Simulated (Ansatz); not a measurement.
# FH4SiSn+ (SMILES F[SiH2][SnH2+]): one structure at several levels

An exercise on one series of results from a longer session: the logs are not shown, and one member is left open.

Computed with Ansatz 0.2.0, Gaussian basis. Level: single points in def2-TZVPP.

Correlated methods freeze the cores. Filled d shells of the heavier atoms are correlated. Core potentials replace the inner electrons past krypton, and spin-orbit coupling is left out. B3LYP uses VWN-RPA correlation.

## Where the work starts

SMILES `F[SiH2][SnH2+]`, 7 atoms, charge 1, spin multiplicity 1.

Atoms are counted from 1 here; the program's logs count them from 0.

Bond lengths: F1–Si2 1.539 Å, Si2–Sn3 2.901 Å, Si2–H4 1.514 Å, Si2–H5 1.327 Å, Sn3–H6 1.849 Å, Sn3–H7 1.851 Å. Angles: F1–Si2–Sn3 97.6°, F1–Si2–H4 108.8°, F1–Si2–H5 110.3°, Sn3–Si2–H4 98.2°, Sn3–Si2–H5 92.5°, H4–Si2–H5 137.5°, Si2–Sn3–H6 132.1°, Si2–Sn3–H7 132.7°, H6–Sn3–H7 94.2°.

Coordinates:

```xyz
7

F    -1.9736   -1.1144    0.0701
Si   -1.2250   -0.1821   -0.8990
Sn    1.1261    0.2647    0.7404
H    -0.5783   -1.0203   -1.9819
H    -1.6410    1.0690   -0.7477
H     1.3825    1.2097    2.3088
H     2.7917   -0.5405    0.7930
```

Set-up of the first run:

Contents of run/in.yaml:

```yaml
crystal:
  periodic: [false, false, false]
  atoms:
    - {symbol: F, position_ang: [-1.973600, -1.114400, 0.070100]}
    - {symbol: Si, position_ang: [-1.225000, -0.182100, -0.899000]}
    - {symbol: Sn, position_ang: [1.126100, 0.264700, 0.740400]}
    - {symbol: H, position_ang: [-0.578300, -1.020300, -1.981900]}
    - {symbol: H, position_ang: [-1.641000, 1.069000, -0.747700]}
    - {symbol: H, position_ang: [1.382500, 1.209700, 2.308800]}
    - {symbol: H, position_ang: [2.791700, -0.540500, 0.793000]}
basis:
  gaussian: {orbitals: def2-TZVPP}
total_charge: 1
correlation: {method: ccsd_t}
output: {forces: true}
```

No record of the launch command was kept for these runs.

Steps of the session up to this table: CCSD(T)/def2-TZVPP; PBE0-D4/def2-TZVPP; wB97M-V/def2-TZVPP; r2SCAN-D4/def2-TZVPP; PBE-D4/def2-TZVPP; B3LYP-D4/def2-TZVPP; wB97X-V/def2-TZVPP.

One table of the session follows, with a row left open; its other results are not shown here.

```
   method  RMS force component (eV/Å)  angle to CCSD(T) forces (°)
  CCSD(T)                       1.508                    reference
  PBE0-D4                       1.495                          2.4
  wB97M-V                       1.499                          2.8
r2SCAN-D4                           ?                            ?
   PBE-D4                       1.500                         10.1
 B3LYP-D4                       1.457                          4.0
  wB97X-V                       1.546                          1.6
```

Q: Estimate the row for r2SCAN-D4 from the others.

As computed: RMS force component (eV/Å): 1.487; angle to CCSD(T) forces (°): 2.4. In the column «RMS force component (eV/Å)» it lies between B3LYP-D4 (1.457) and PBE0-D4 (1.495).
